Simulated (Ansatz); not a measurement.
Working through a conversion between chain and input file of BaCaNdBiO₆, space group F-43m

Program: the Python package of Ansatz (0.2.0).

`input.yaml`
```yaml
crystal:
  lattice:
    - [0.0, 4.401607, 4.401607]
    - [4.401607, 0.0, 4.401607]
    - [4.401607, 4.401607, 0.0]
  atoms:
    - { symbol: Ba, position: [0.25, 0.25, 0.25] }
    - { symbol: Ca, position: [0.75, 0.75, 0.75] }
    - { symbol: Nd, position: [0.5, 0.5, 0.5], spin: 3.0 }
    - { symbol: Bi, position: [0.0, 0.0, 0.0] }
    - { symbol: O, position: [0.760255, 0.239745, 0.239745] }
    - { symbol: O, position: [0.239745, 0.760255, 0.760255] }
    - { symbol: O, position: [0.760255, 0.760255, 0.239745] }
    - { symbol: O, position: [0.239745, 0.239745, 0.760255] }
    - { symbol: O, position: [0.239745, 0.760255, 0.239745] }
    - { symbol: O, position: [0.760255, 0.239745, 0.760255] }
magnetization:
  spin_polarized: true
kpoints:
  mp_grid: { grid: [5, 5, 5] }
hamiltonian:
  xc: pbesol
scf:
  occupations: { method: fermi_dirac, width: 0.15 }
basis:
  ecutwfc: "38 Ry"
output:
  forces: true
relax:
  f_tol: 0.02
  cell: {}
```

Run as a notebook:

```python
import ansatz as az
```

```python
calculation = az.Calculation.from_yaml("input.yaml")
print(calculation.to_python())
```

    (
        az.Lattice.of(((0.0, 4.401607, 4.401607), (4.401607, 0.0, 4.401607), (4.401607, 4.401607, 0.0)))
        .atom("Ba", (0.25, 0.25, 0.25))
        .atom("Ca", (0.75, 0.75, 0.75))
        .atom("Nd", (0.5, 0.5, 0.5), moment=3.0)
        .atom("Bi", (0.0, 0.0, 0.0))
        .atom("O", (0.760255, 0.239745, 0.239745))
        .atom("O", (0.239745, 0.760255, 0.760255))
        .atom("O", (0.760255, 0.760255, 0.239745))
        .atom("O", (0.239745, 0.239745, 0.760255))
        .atom("O", (0.239745, 0.760255, 0.239745))
        .atom("O", (0.760255, 0.239745, 0.760255))
        .calculation()
        .basis(cutoff=517.016338673772)
        .kpoints(5, 5, 5)
        .functional("pbesol")
        .spin("collinear")
        .occupations(method="fermi_dirac", width=0.15)
        .relax(force_tolerance=0.02, cell=True)
        .forces()
    )

The input is only written out: it wasn't run, and its settings aren't tested. The structure comes from a database and needn't be a stable phase.
